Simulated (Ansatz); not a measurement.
# C3H6O2Si: one species, many methods

Aim: compute C3H6O2Si with functionals from several rungs and with coupled cluster, and see how far each lands from CCSD(T) at the basis-set limit for the atomisation energy.

The runs use Ansatz 0.2.0, Gaussian basis; functionals in def2-TZVPP, the program's frozen cores in correlated methods.

The runs, in order: PBE-D4, r2SCAN-D4, PBE0-D4, B3LYP-D4, ωB97X-V, ωB97M-V, B2PLYP; CCSD(T)/def2-TZVPP; MP2/def2-QZVPP; extrapolation to the limit.

## Step 1: The relaxed structure

The geometry comes from an earlier relaxation with PBE0-D4 in a triple-zeta def2 set; it is a stationary point, not always the lowest conformer.

SMILES `C=C(O)[SiH2]C=O`, 12 atoms, charge 0, spin multiplicity 1.

Atoms are counted from 1 here; the program's logs count them from 0.

Bond lengths: C1–C2 1.332 Å, C1–H7 1.088 Å, C1–H8 1.081 Å, C2–O3 1.362 Å, C2–Si4 1.875 Å, O3–H9 0.965 Å, Si4–C5 1.928 Å, Si4–H10 1.487 Å, Si4–H11 1.480 Å, C5–O6 1.205 Å, C5–H12 1.117 Å. Angles: C2–C1–H7 122.2°, C2–C1–H8 120.4°, H7–C1–H8 117.3°, C1–C2–O3 124.4°, C1–C2–Si4 122.9°, O3–C2–Si4 112.6°, C2–O3–H9 109.7°, C2–Si4–C5 108.8°, C2–Si4–H10 109.8°, C2–Si4–H11 109.9°, C5–Si4–H10 107.1°, C5–Si4–H11 109.6°, H10–Si4–H11 111.6°, Si4–C5–O6 122.5°, Si4–C5–H12 118.0°, O6–C5–H12 119.5°.

## Step 2: PBE-D4 (GGA)

in.yaml

```yaml
crystal:
  periodic: [false, false, false]
  atoms:
    - {symbol: C, position_ang: [-1.871765, -0.559219, -0.198646]}
    - {symbol: C, position_ang: [-0.551628, -0.707771, -0.096882]}
    - {symbol: O, position_ang: [0.163004, -1.687164, -0.717933]}
    - {symbol: Si, position_ang: [0.531496, 0.454308, 0.899826]}
    - {symbol: C, position_ang: [1.771364, 1.323155, -0.294296]}
    - {symbol: O, position_ang: [2.030277, 2.497051, -0.215777]}
    - {symbol: H, position_ang: [-2.487022, -1.231079, -0.793228]}
    - {symbol: H, position_ang: [-2.373901, 0.246876, 0.318448]}
    - {symbol: H, position_ang: [-0.430537, -2.243051, -1.236993]}
    - {symbol: H, position_ang: [1.338304, -0.323049, 1.877996]}
    - {symbol: H, position_ang: [-0.307144, 1.472459, 1.571908]}
    - {symbol: H, position_ang: [2.264451, 0.702184, -1.080425]}
basis:
  gaussian: {orbitals: def2-TZVPP}
hamiltonian: {xc: pbe, dispersion: d4}
output: {forces: true, orbitals: {seedname: orbitals}}
```

Started as:

```bash
> ansatz run in.yaml --threads 4 --pin off --events-out ev --progress --plain --max-ram 10444MiB
```

After this run come: r2SCAN-D4 (meta-GGA); PBE0-D4 (hybrid); B3LYP-D4 (hybrid); ωB97X-V (range-separated); ωB97M-V (range-separated); B2PLYP (double hybrid); CCSD(T) in def2-TZVPP; MP2 in def2-QZVPP.

Q: Predict the results of all the runs planned. Wanted: atomisation energy, CCSD(T)/CBS; farthest; mean size of error, hybrid; mean size of error, range-separated; gap, smallest and largest; T1 diagnostic; triples share of the correlation energy.

**Answer**, as computed:

| quantity | value |
| --- | --- |
| atomisation energy, CCSD(T)/CBS | 4734.0 kJ/mol |
| functionals within 23.7 kJ/mol (0.5 %) | r2SCAN-D4, PBE0-D4, B3LYP-D4, ωB97X-V, ωB97M-V |
| farthest | PBE-D4 (+144.2 kJ/mol) |
| mean size of error, hybrid | 8.1 kJ/mol |
| mean size of error, range-separated | 14.0 kJ/mol |
| gap, smallest and largest | 2.74 eV (PBE-D4), 9.98 eV (ωB97X-V) |
| T1 diagnostic | 0.0146 |
| triples share of the correlation energy | 4.2 % |

PBE-D4 misses by +144.2 kJ/mol. Double hybrids carry the basis error of their MP2 part in triple zeta, and no dispersion term here, so their miss is partly the set-up's. The reference freezes the cores and leaves out relativity and excitations past (T), so misses under about 23.7 kJ/mol can't be ranked. Hartree-Fock recovers 70 % of the binding; the rest is correlation. Orbital gaps span 2.7 to 10.0 eV; exact exchange widens them.
